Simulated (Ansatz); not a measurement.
# C2H9AlSi2: one species, many methods

The task here is to estimate one member of a computed series from the others.

Computed with Ansatz 0.2.0, Gaussian basis. Level: functionals in def2-TZVPP, the program's frozen cores in correlated methods.

Levels to be run: PBE-D4, r2SCAN-D4, PBE0-D4, B3LYP-D4, ωB97X-V, ωB97M-V, B2PLYP; CCSD(T)/def2-TZVPP; MP2/def2-QZVPP; extrapolation to the limit.

### The geometry

An earlier PBE0-D4 in a triple-zeta def2 set relaxation fixed the geometry.

SMILES `C[SiH2][SiH]1[CH2][AlH]1`, 14 atoms, charge 0, spin multiplicity 1.

Atoms are counted from 1 here; the program's logs count them from 0.

Bond lengths: C1–Si2 1.879 Å, C1–H6 1.092 Å, C1–H7 1.093 Å, C1–H8 1.092 Å, Si2–Si3 2.326 Å, Si2–H9 1.495 Å, Si2–H10 1.491 Å, Si3–C4 1.941 Å, Si3–Al5 2.325 Å, Si3–H11 1.492 Å, C4–Al5 1.948 Å, C4–H12 1.090 Å, C4–H13 1.096 Å, Al5–H14 1.581 Å. Angles: Si2–C1–H6 110.6°, Si2–C1–H7 110.8°, Si2–C1–H8 110.7°, H6–C1–H7 108.3°, H6–C1–H8 108.1°, H7–C1–H8 108.3°, C1–Si2–Si3 113.8°, C1–Si2–H9 109.4°, C1–Si2–H10 110.0°, Si3–Si2–H9 106.2°, Si3–Si2–H10 110.0°, H9–Si2–H10 107.1°, Si2–Si3–C4 111.6°, Si2–Si3–Al5 116.7°, Si2–Si3–H11 113.8°, C4–Si3–Al5 53.4°, C4–Si3–H11 116.0°, Al5–Si3–H11 128.1° and more.

As a file:

```xyz
14
charge 0, multiplicity 1
C    -1.9664   -0.2406   -1.5000
Si   -0.8104   -1.1564   -0.3363
Si    0.1832    0.2071    1.2655
C     1.5830    1.3098    0.4970
Al    2.4741   -0.0451    1.5758
H    -2.8079    0.1851   -0.9492
H    -2.3619   -0.9140   -2.2642
H    -1.4418    0.5760   -2.0007
H     0.3078   -1.7608   -1.1224
H    -1.5365   -2.2770    0.3262
H    -0.7928    0.9112    2.1475
H     1.6143    1.4235   -0.5862
H     1.6354    2.3006    0.9623
H     3.9069   -0.5485    2.0136
```

Set-up of the first run:

in.yaml reads:

```yaml
crystal:
  periodic: [false, false, false]
  atoms:
    - {symbol: C, position_ang: [-1.966435, -0.240562, -1.499984]}
    - {symbol: Si, position_ang: [-0.810402, -1.156352, -0.336269]}
    - {symbol: Si, position_ang: [0.183226, 0.207104, 1.265484]}
    - {symbol: C, position_ang: [1.582970, 1.309766, 0.496964]}
    - {symbol: Al, position_ang: [2.474057, -0.045107, 1.575801]}
    - {symbol: H, position_ang: [-2.807906, 0.185104, -0.949150]}
    - {symbol: H, position_ang: [-2.361933, -0.913989, -2.264206]}
    - {symbol: H, position_ang: [-1.441811, 0.575956, -2.000718]}
    - {symbol: H, position_ang: [0.307767, -1.760829, -1.122389]}
    - {symbol: H, position_ang: [-1.536462, -2.276986, 0.326226]}
    - {symbol: H, position_ang: [-0.792792, 0.911158, 2.147512]}
    - {symbol: H, position_ang: [1.614345, 1.423501, -0.586193]}
    - {symbol: H, position_ang: [1.635359, 2.300644, 0.962319]}
    - {symbol: H, position_ang: [3.906917, -0.548507, 2.013600]}
basis:
  gaussian: {orbitals: def2-TZVPP}
hamiltonian: {xc: pbe, dispersion: d4}
output: {forces: true, orbitals: {seedname: orbitals}}
```

Run with:

```sh
> ansatz run in.yaml --threads 4 --pin off --events-out ev --progress --plain --max-ram 10444MiB
```

Steps of the session up to this table: PBE-D4 (GGA); r2SCAN-D4 (meta-GGA); PBE0-D4 (hybrid); B3LYP-D4 (hybrid); ωB97X-V (range-separated); ωB97M-V (range-separated); B2PLYP (double hybrid); CCSD(T) in def2-TZVPP; MP2 in def2-QZVPP.

One of the session's tables, all rows but one given; the rest of the session is left out.

| method | atomisation energy (kJ/mol) |
| --- | --- |
| PBE-D4 | 4588.2 |
| r2SCAN-D4 | 4588.1 |
| PBE0-D4 | 4561.6 |
| B3LYP-D4 | 4552.9 |
| ωB97X-V | 4592.6 |
| ωB97M-V | 4568.8 |
| B2PLYP | ? |
| HF/def2-TZVPP | 3424.9 |
| MP2/def2-TZVPP | 4460.0 |
| CCSD/def2-TZVPP | 4397.5 |
| CCSD(T)/def2-TZVPP | 4453.4 |
| MP2/CBS | 4572.6 |
| CCSD(T)/CBS | 4566.0 |

**Question.** Estimate the row for B2PLYP.

The run gave: atomisation energy (kJ/mol): 4494.5. In the column «atomisation energy (kJ/mol)» it lies between MP2/def2-TZVPP (4460.0) and B3LYP-D4 (4552.9).

Caveats from the session: Free atoms (2 C, 2 Si, 1 Al, 9 H) were run apart at each level; the atomisation energy is their sum less the molecule, without zero-point or spin-orbit terms.
